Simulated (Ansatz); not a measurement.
# C2H5AlO: up Jacob's ladder to CCSD(T)

An exercise on one series of results from a longer session: the logs are not shown, and one member is left open.

The runs use Ansatz 0.2.0, Gaussian basis; functionals in def2-TZVPP, the program's frozen cores in correlated methods.

Plan: LDA (SPW92), PBE-D4, revPBE-D4, BLYP-D4, r2SCAN-D4, B97M-V, PBE0-D4, B3LYP-D4, r2SCANh-D4, r2SCAN0-D4, HSE06-D4, BHLYP-D4, CAM-B3LYP-D4, LC-ωPBE, ωB97X-V, ωB97M-V, B2PLYP, PBE-QIDH; CCSD(T)/def2-SVP; CCSD(T)/def2-TZVPP; MP2/def2-QZVPP; extrapolation to the limit; RPA on PBE.

**The geometry**

An earlier PBE0-D4 in a triple-zeta def2 set relaxation fixed the geometry.

SMILES `C=[C](O)[AlH2]`, 9 atoms, charge 0, spin multiplicity 1.

Atoms are counted from 1 here; the program's logs count them from 0.

Bond lengths: C1–C2 1.339 Å, C1–H5 1.087 Å, C1–H6 1.083 Å, C2–O3 1.369 Å, C2–Al4 1.950 Å, O3–H7 0.960 Å, Al4–H8 1.591 Å, Al4–H9 1.582 Å. Angles: C2–C1–H5 122.3°, C2–C1–H6 119.9°, H5–C1–H6 117.8°, C1–C2–O3 118.2°, C1–C2–Al4 117.1°, O3–C2–Al4 124.8°, C2–O3–H7 109.6°, C2–Al4–H8 118.1°, C2–Al4–H9 118.8°, H8–Al4–H9 123.1°.

The first run:

in.yaml reads:

```yaml
crystal:
  periodic: [false, false, false]
  atoms:
    - {symbol: C, position_ang: [-0.311457, 1.267485, -0.665257]}
    - {symbol: C, position_ang: [0.321022, 0.132455, -0.340721]}
    - {symbol: O, position_ang: [1.474846, -0.178260, -1.009503]}
    - {symbol: Al, position_ang: [-0.481071, -0.960203, 1.061406]}
    - {symbol: H, position_ang: [0.060000, 1.940265, -1.434394]}
    - {symbol: H, position_ang: [-1.226355, 1.541265, -0.154519]}
    - {symbol: H, position_ang: [1.822439, -1.010455, -0.681936]}
    - {symbol: H, position_ang: [0.249458, -2.314614, 1.466728]}
    - {symbol: H, position_ang: [-1.820381, -0.464236, 1.741095]}
basis:
  gaussian: {orbitals: def2-TZVPP}
hamiltonian: {xc: lda}
output: {orbitals: {seedname: orbitals}}
```

Run with:

```console
$ ansatz run in.yaml --threads 2 --pin off --events-out ev --progress --plain --max-ram 4352MiB
```

Steps of the session up to this table: LDA; PBE-D4 (GGA); revPBE-D4 (GGA); BLYP-D4 (GGA); r2SCAN-D4 (meta-GGA); B97M-V (meta-GGA); B3LYP-D4 (hybrid); r2SCANh-D4 (hybrid); r2SCAN0-D4 (hybrid); HSE06-D4 (hybrid); BHLYP-D4 (hybrid); CAM-B3LYP-D4 (range-separated); LC-ωPBE (range-separated); ωB97X-V (range-separated); ωB97M-V (range-separated); B2PLYP (double hybrid); PBE-QIDH (double hybrid).

One of the session's tables, all rows but one given; the rest of the session is left out.

It belongs to the step «Orbital energies across the functionals». 

```
  functional  HOMO (eV)  LUMO (eV)  gap (eV)
 LDA (SPW92)      -5.95      -2.77      3.18
      PBE-D4      -5.75      -2.52      3.23
   revPBE-D4      -5.67      -2.41      3.26
     BLYP-D4      -5.60      -2.41      3.19
   r2SCAN-D4      -5.95      -2.27      3.68
      B97M-V      -6.01      -2.44      3.57
     PBE0-D4      -6.90      -1.76      5.14
    B3LYP-D4      -6.67      -1.97      4.71
  r2SCANh-D4      -6.39      -2.00      4.39
  r2SCAN0-D4      -7.05      -1.61      5.44
    HSE06-D4      -6.50      -2.13      4.37
    BHLYP-D4      -7.90      -0.98      6.91
CAM-B3LYP-D4      -8.20      -0.84      7.36
     LC-ωPBE      -9.53       0.25      9.78
     ωB97X-V      -9.17       0.14      9.32
     ωB97M-V          ?          ?         ?
```

Q: Estimate the row for ωB97M-V from the others.

**Answer.** HOMO (eV): -9.11; LUMO (eV): -0.10; gap (eV): 9.00. In the column «HOMO (eV)» it lies between ωB97X-V (-9.17) and CAM-B3LYP-D4 (-8.20).
